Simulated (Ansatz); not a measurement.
# Al3InAs4: the cost of one run

Computed with Ansatz 0.2.0 (DFT PBE, scalar-relativistic, plane waves, PAW, unless a step's input says otherwise).

1 further run of the same task is left out (set aside as unsound or not needed). Runs told in other sessions of the task aren't counted.

## Step 1: The system as given

It takes space group P-4m2 (No. 115, tetragonal). Conventional cell: a = 4.125 Å, b = 4.125 Å, c = 11.693 Å, α = 90.00°, β = 90.00°, γ = 90.00°. Around Al (site symmetry 2mm) lie 4 As at 2.48 to 2.50 Å. Al (site symmetry -4m2) is surrounded by 4 As at 2.50 Å. In (site symmetry -4m2) has 4 As at 2.64 Å in its first shell of neighbours. As (site symmetry 2mm) is surrounded by 4 Al at 2.50 Å. As (site symmetry 2mm) has 2 Al at 2.48 Å and 2 In at 2.64 Å in its first shell of neighbours.

Coordinates:

```cif
data_structure
_symmetry_space_group_name_H-M 'P-4m2'
_symmetry_Int_Tables_number 115
_cell_length_a 4.1252
_cell_length_b 4.1252
_cell_length_c 11.6931
_cell_angle_alpha 90.000
_cell_angle_beta 90.000
_cell_angle_gamma 90.000
_cell_volume 198.99
loop_
_atom_site_label
_atom_site_type_symbol
_atom_site_symmetry_multiplicity
_atom_site_Wyckoff_symbol
_atom_site_fract_x
_atom_site_fract_y
_atom_site_fract_z
_atom_site_occupancy
Al1 Al 2 e 0.00000 0.00000 0.74083 1
Al2 Al 1 c 0.50000 0.50000 0.50000 1
In1 In 1 b 0.50000 0.50000 0.00000 1
As1 As 2 g 0.50000 0.00000 0.62038 1
As2 As 2 g 0.50000 0.00000 0.14072 1
```

The cell was relaxed beforehand at this level, from a generated guess; it needn't be the stable form of this composition. At a tolerance of 0.02 Å it has space group P-4m2 (No. 115); it has 24.87 Å³/atom, an uncorrected energy of -0.41 eV/atom over the elements and, on its mesh, gap 1.03 eV.

## Step 2: Strained cells: the elastic tensor

Input file input.yaml:

```yaml
crystal:
  lattice:
    - [4.1250508324, 0.0, 0.0]
    - [0.0, 4.1250508324, 0.0]
    - [0.0, 0.0, 11.6943880648]
  atoms:
    - { symbol: Al, position: [0.0, 0.0, 0.7408271419] }
    - { symbol: Al, position: [0.5, 0.5, 0.5] }
    - { symbol: Al, position: [0.0, 0.0, 0.2591728581] }
    - { symbol: In, position: [0.5, 0.5, 0.0] }
    - { symbol: As, position: [0.5, 0.0, 0.6203829151] }
    - { symbol: As, position: [0.0, 0.5, 0.3796170849] }
    - { symbol: As, position: [0.5, 0.0, 0.1407335779] }
    - { symbol: As, position: [0.0, 0.5, 0.8592664221] }
basis:
  ecutwfc: 420
kpoints:
  mp_grid: { grid: [8, 8, 4] }
hamiltonian:
  xc: pbe
scf:
  occupations: { method: fixed }
output:
  forces: true
  stress: true
  eigenvalues: true
  polarization: {}
elastic:
  mode: relaxed_ion
  stencil: two_point
```

The run is started by

```
> ansatz run input.yaml --threads 4 --pin off --max-ram 8192MiB --backend cpu --events-out ev --progress --plain --runs-dir out
```

What time and memory should one allow on 4 threads of Intel Xeon Platinum 8375C at 2.90GHz (Ice Lake), shared host?

About 9.5 min, with a peak of 1.4 GiB.
